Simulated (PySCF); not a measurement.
# Changing the system itself: OsSe2⁺ (quartet)

How does OsSe2⁺ (quartet) answer to another spin, charge, distance or environment?

Computed with PySCF 2.14.0. Level: method and basis as typed in the scripts.

4 further runs of the same task are left out: 4 that didn't finish.

## Step 1: The starting structure

OsSe2⁺ (quartet): 3 atoms, charge 1, spin multiplicity 4.

Bond lengths: Os1–Se2 2.223 Å, Os1–Se3 2.223 Å. Angles: Se2–Os1–Se3 116.5°.

As a file:

```
Os    0.0000    0.0000   -0.5316
Se    1.8901    0.0000    0.6379
Se   -1.8901    0.0000    0.6379
```

## Step 2: Base script

Contents of input.py:

```python
from pyscf import gto, scf, mp

mol = gto.M(
    atom='Os 0 0 -0.5316; Se 1.8901 0 0.6379; Se -1.8901 0 0.6379',
    basis='def2-svp',
    ecp={'Os': 'def2-svp'},
    charge=1,
    spin=3,
    verbose=4,
)
mf = scf.UHF(mol)
mf.level_shift = 0.3
mf = mf.newton()
mf.kernel()
mp.MP2(mf, frozen=18).kernel()
mf.dip_moment()
print('orbital energies (hartree):', [e[max(0, n-3):n+3].round(4) for e, n in zip(mf.mo_energy, mol.nelec)])
```

The run is started by

```sh
$ python input.py
```

Its log is not repeated here.

It gives: E(SCF) = -4888.632904 Eh, 5 macro-iterations, E(MP2) − E(SCF) = -0.79773 Eh, ⟨S²⟩ = 4.108.

⟨S²⟩ = 4.11 against 3.75 for a pure state: the determinant is spin-contaminated. The dipole of an ion depends on the origin. No search for the lowest state was made; open d or f shells can end in a higher solution. The quartet is typed in the script; nothing here shows that it is the ground state.

## Step 3: Coordinates × 0.5

Edit 1 changes geometry: coordinates × 1 → coordinates × 0.5.

Contents of input.py:

```python
from pyscf import gto, scf, mp

mol = gto.M(
    atom='Os 0 0 -0.2658; Se 0.945 0 0.319; Se -0.945 0 0.319',
    basis='def2-svp',
    ecp={'Os': 'def2-svp'},
    charge=1,
    spin=3,
    verbose=4,
)
mf = scf.UHF(mol)
mf.level_shift = 0.3
mf = mf.newton()
mf.kernel()
mp.MP2(mf, frozen=18).kernel()
mf.dip_moment()
print('orbital energies (hartree):', [e[max(0, n-3):n+3].round(4) for e, n in zip(mf.mo_energy, mol.nelec)])
```

The run is started by

```sh
$ python input.py
```

## Step 4: Coordinates × 0.97

Edit 2 changes geometry: coordinates × 1 → coordinates × 0.97.

input.py, as its differences from that of step 2:

```diff
@@ -3,3 +3,3 @@
 mol = gto.M(
-    atom='Os 0 0 -0.5316; Se 1.8901 0 0.6379; Se -1.8901 0 0.6379',
+    atom='Os 0 0 -0.5157; Se 1.8334 0 0.6188; Se -1.8334 0 0.6188',
     basis='def2-svp',
```

## Step 5: Coordinates × 0.8

Edit 3 changes geometry: coordinates × 1 → coordinates × 0.8.

input.py, as its differences from that of step 2:

```diff
@@ -3,3 +3,3 @@
 mol = gto.M(
-    atom='Os 0 0 -0.5316; Se 1.8901 0 0.6379; Se -1.8901 0 0.6379',
+    atom='Os 0 0 -0.4253; Se 1.5121 0 0.5103; Se -1.5121 0 0.5103',
     basis='def2-svp',
```

## Step 6: Octet

Edit 4 changes spin (2S): 3 → 7.

input.py, as its differences from that of step 2:

```diff
@@ -7,3 +7,3 @@
     charge=1,
-    spin=3,
+    spin=7,
     verbose=4,
```

## Step 7: Doublet

Edit 5 changes spin (2S): 3 → 1.

input.py, as its differences from that of step 2:

```diff
@@ -7,3 +7,3 @@
     charge=1,
-    spin=3,
+    spin=1,
     verbose=4,
```

## Step 8: Coordinates × 0.3

Edit 6 changes geometry: coordinates × 1 → coordinates × 0.3.

input.py, as its differences from that of step 2:

```diff
@@ -3,3 +3,3 @@
 mol = gto.M(
-    atom='Os 0 0 -0.5316; Se 1.8901 0 0.6379; Se -1.8901 0 0.6379',
+    atom='Os 0 0 -0.1595; Se 0.567 0 0.1914; Se -0.567 0 0.1914',
     basis='def2-svp',
```

Before running it: what results should come out? Wanted: for each run, E(SCF); from base; gap, α spin; after the SCF.

**Answer**, as computed:

```
                            run  E(SCF) (hartree)  from base (eV)   cycles  gap, α spin (eV)                            after the SCF
                           base      -4888.632904               0  5 macro             10.16  MP2 correlation -21.707 eV, core frozen
coordinates × 0.5 (poor choice)      -4878.588963       +273.3096  3 macro              9.43  MP2 correlation -21.736 eV, core frozen
             coordinates × 0.97      -4888.624403         +0.2313  8 macro              9.97  MP2 correlation -22.195 eV, core frozen
              coordinates × 0.8      -4888.236126        +10.7969  4 macro              9.53  MP2 correlation -23.077 eV, core frozen
                          octet      -4888.623424         +0.2580  5 macro              9.46  MP2 correlation -19.231 eV, core frozen
                        doublet      -4888.667964         -0.9540  6 macro             10.78  MP2 correlation -20.213 eV, core frozen
coordinates × 0.3 (poor choice)      -4794.061788      +2573.4112  3 macro              9.62  MP2 correlation -18.622 eV, core frozen
```

In words: The largest comparable shift of the SCF energy, +2573.411 eV, comes with the run “coordinates × 0.3”. The octet solution found lies 0.26 eV above the base quartet at this geometry and level. The doublet solution found lies 0.95 eV below the base quartet at this geometry and level, so the base is not the lowest spin state. Rows marked «poor choice» come from settings spoiled on purpose.
